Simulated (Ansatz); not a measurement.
# CH5FO4W: basis-set convergence

How large a basis does CH5FO4W need? Two functionals are run in growing sets.

The runs use Ansatz 0.2.0, Gaussian basis; one geometry, several basis sets.

The runs, in order: PBE0-D4/def2-SVP; ωB97M-V/def2-SVP; PBE0-D4/def2-QZVPP; ωB97M-V/def2-QZVPP; the functionals' def2-TZVPP values are taken from earlier runs.

### 1 The relaxed structure

An earlier PBE0-D4 in a triple-zeta def2 set relaxation fixed the geometry. W takes the def2 core potential; no spin-orbit term is included.

SMILES `C[O][W](=[O])([OH])([OH])[F]`, 12 atoms, charge 0, spin multiplicity 1.

Atoms are counted from 1 here; the program's logs count them from 0.

Bond lengths: C1–O2 1.401 Å, C1–H8 1.091 Å, C1–H9 1.094 Å, C1–H10 1.094 Å, O2–W3 1.845 Å, W3–O4 1.691 Å, W3–O5 1.903 Å, W3–O6 1.906 Å, W3–F7 1.905 Å, O5–H11 0.961 Å, O6–H12 0.961 Å. Angles: O2–C1–H8 108.9°, O2–C1–H9 109.8°, O2–C1–H10 109.6°, H8–C1–H9 109.5°, H8–C1–H10 109.6°, H9–C1–H10 109.5°, C1–O2–W3 137.5°, O2–W3–O4 102.4°, O2–W3–O5 89.5°, O2–W3–O6 88.5°, O2–W3–F7 157.5°, O4–W3–O5 111.5°, O4–W3–O6 111.8°, O4–W3–F7 100.1°, O5–W3–O6 136.0°, O5–W3–F7 82.9°, O6–W3–F7 82.5°, W3–O5–H11 118.4° and more.

### 2 PBE0-D4 in def2-SVP

Contents of in.yaml:

```yaml
crystal:
  periodic: [false, false, false]
  atoms:
    - {symbol: C, position_ang: [0.246760, -1.044996, 1.729792]}
    - {symbol: O, position_ang: [-0.639531, -0.533111, 0.772627]}
    - {symbol: W, position_ang: [-0.538490, 0.447633, -0.786950]}
    - {symbol: O, position_ang: [-2.166700, 0.658896, -1.189682]}
    - {symbol: O, position_ang: [0.208895, -1.064790, -1.668107]}
    - {symbol: O, position_ang: [0.132862, 1.909940, 0.234086]}
    - {symbol: F, position_ang: [0.285885, 1.393058, -2.220712]}
    - {symbol: H, position_ang: [-0.326943, -1.537106, 2.516315]}
    - {symbol: H, position_ang: [0.919576, -1.769127, 1.260945]}
    - {symbol: H, position_ang: [0.833348, -0.227903, 2.160633]}
    - {symbol: H, position_ang: [0.603626, -0.939821, -2.535170]}
    - {symbol: H, position_ang: [0.517811, 2.652028, -0.239677]}
basis:
  gaussian: {orbitals: def2-SVP}
hamiltonian: {xc: pbe0, dispersion: d4}
output: {orbitals: {seedname: orbitals}}
```

Command:

```bash
$ ansatz run in.yaml --threads 4 --pin off --events-out ev --progress --plain --max-ram 11315MiB
```

Further steps of the session: ωB97M-V in def2-SVP; PBE0-D4 in def2-QZVPP; ωB97M-V in def2-QZVPP.

Q: Predict the results of all the runs planned. Wanted: PBE0-D4: double and triple zeta above quadruple; ωB97M-V: double and triple zeta above quadruple.

The runs gave:

```
                                       quantity           value
PBE0-D4: double and triple zeta above quadruple  16.09, 0.68 eV
ωB97M-V: double and triple zeta above quadruple  16.46, 0.65 eV
```

**Reading.** For PBE0-D4 the step from double to triple zeta gains 15.41 eV and the next only 0.68 eV. Total energies overstate the basis error of differences, where much of it tends to cancel.
